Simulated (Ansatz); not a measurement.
Geometry optimisation, DFT PBE, scalar-relativistic, plane waves, PAW (Ansatz).

input.yaml

```yaml
crystal:
  lattice:
    - [6.429467, 0.0, 0.0]
    - [0.0, 6.429467, 0.0]
    - [0.0, 0.0, 17.514644]
  atoms:
    - { symbol: Si, position: [0.0, 0.0, 0.2063195] }
    - { symbol: Si, position: [0.25, 0.25, 0.1306004] }
    - { symbol: W, position: [0.0, 0.0, 0.0570951] }
    - { symbol: Si, position: [0.25, 0.25, 0.4290492] }
    - { symbol: Si, position: [0.0, 0.0, 0.3533301] }
    - { symbol: W, position: [0.25, 0.25, 0.2798248] }
    - { symbol: Si, position: [0.0, 0.5, 0.2063195] }
    - { symbol: Si, position: [0.25, 0.75, 0.1306004] }
    - { symbol: W, position: [0.0, 0.5, 0.0570951] }
    - { symbol: Si, position: [0.25, 0.75, 0.4290492] }
    - { symbol: Si, position: [0.0, 0.5, 0.3533301] }
    - { symbol: W, position: [0.25, 0.75, 0.2798248] }
    - { symbol: Si, position: [0.5, 0.0, 0.2063195] }
    - { symbol: Si, position: [0.75, 0.25, 0.1306004] }
    - { symbol: W, position: [0.5, 0.0, 0.0570951] }
    - { symbol: Si, position: [0.75, 0.25, 0.4290492] }
    - { symbol: Si, position: [0.5, 0.0, 0.3533301] }
    - { symbol: W, position: [0.75, 0.25, 0.2798248] }
    - { symbol: Si, position: [0.5, 0.5, 0.2063195] }
    - { symbol: Si, position: [0.75, 0.75, 0.1306004] }
    - { symbol: W, position: [0.5, 0.5, 0.0570951] }
    - { symbol: Si, position: [0.75, 0.75, 0.4290492] }
    - { symbol: Si, position: [0.5, 0.5, 0.3533301] }
    - { symbol: W, position: [0.75, 0.75, 0.2798248] }
    - { symbol: C, position: [0.7558921, 0.5019218, 0.4901409] }
    - { symbol: H, position: [0.6564972, 0.6275588, 0.5106952] }
    - { symbol: H, position: [0.6975119, 0.3526084, 0.5106952] }
    - { symbol: H, position: [0.9146322, 0.5243783, 0.5106952] }
basis:
  ecutwfc: 420.0
kpoints:
  mp_grid: { grid: [3, 3, 1] }
hamiltonian:
  xc: pbe
  pseudopotentials: { kind: paw, azcp: { folder: soft_1 } }
scf:
  occupations: { method: fermi_dirac, width: 0.15 }
  lower_state_search: "off"
relax:
  f_tol: 0.03
  max_steps: 60
  adjacent_minimum: "off"
  constraints: [{ sites: [1, 2, 7, 8, 13, 14, 19, 20] }]
output:
  write_density: true
  write_potential: true
  elf: true
  volumetric_format: npy
```

Run as:

```bash
$ ansatz run input.yaml --threads 4 --pin off --max-ram 10240MiB --backend cpu --events-out ev --progress --plain --runs-dir out
```

Problem. Where does it end, and by what steps?

Solution. It converged. The force dipped under the threshold on the way, but the program's further checks kept it going. Limits of this set-up: coarse k mesh, thin slab, slab without dipole correction, odd electron count without spin, a typed lattice constant that wasn't relaxed here. After 31 steps the energy has fallen by 3.445 eV; H28 moved furthest, 1.72 Å. Parted: Si16–C25 (1.94 → 3.63 Å), Si16–H27 (1.61 → 2.86 Å). Joined: Si4–Si16 (3.21 → 2.66 Å), Si16–Si22 (3.21 → 2.48 Å).

| step | energy less start (eV) | largest force component (eV/Å) | accepted |
| --- | --- | --- | --- |
| 0 | 0.0000 | 2.399 | yes |
| 2 | -1.5035 | 0.928 | yes |
| 4 | -1.7811 | 0.544 | yes |
| 6 | -2.2640 | 0.754 | yes |
| 8 | -2.9250 | 0.679 | yes |
| 10 | -3.2571 | 0.569 | yes |
| 12 | -3.3839 | 0.105 | yes |
| 14 | -3.4156 | 0.360 | yes |
| 16 | -3.4296 | 0.035 | yes |
| 18 | -3.4312 | 0.085 | yes |
| 20 | -3.4330 | 0.020 | yes |
| 22 | -3.4284 | 0.304 | no |
| 24 | -3.4351 | 0.153 | no |
| 26 | -3.4412 | 0.060 | yes |
| 28 | -3.4437 | 0.091 | yes |
| 30 | -3.4445 | 0.023 | yes |
| 31 | -3.4445 | 0.023 | yes |

```xyz
28
Lattice="6.4295 0.0000 0.0000 0.0000 6.4295 0.0000 0.0000 0.0000 17.5146" Properties=species:S:1:pos:R:3
Si -0.003 0.000 3.557
Si 1.607 1.607 2.287
W 0.000 0.000 1.000
Si 1.273 1.762 7.686
Si 0.075 -0.044 6.215
W 1.607 1.639 4.908
Si -0.015 3.213 3.554
Si 1.607 4.822 2.287
W 0.000 3.215 1.000
Si 1.715 4.702 7.511
Si 0.037 3.247 6.192
W 1.615 4.824 4.857
Si 3.220 0.009 3.552
Si 4.822 1.607 2.287
W 3.215 0.000 1.000
Si 5.077 1.345 7.602
Si 3.117 0.014 6.190
W 4.827 1.581 4.934
Si 3.235 3.203 3.562
Si 4.822 4.822 2.287
W 3.215 3.215 1.000
Si 4.667 5.326 7.628
Si 3.198 3.215 6.258
W 4.817 4.808 4.965
C 4.796 4.619 9.379
H 4.019 5.098 9.991
H 4.650 3.530 9.399
H 5.785 4.867 9.788
```

Whether the end is a true minimum wasn't checked by a vibrational analysis.

The run took 5.4 min on 4 threads of Intel(R) Xeon(R) Platinum 8259CL CPU @ 2.50GHz (Skylake/Cascade Lake), with other jobs on the host, peak memory 2.2 GiB.
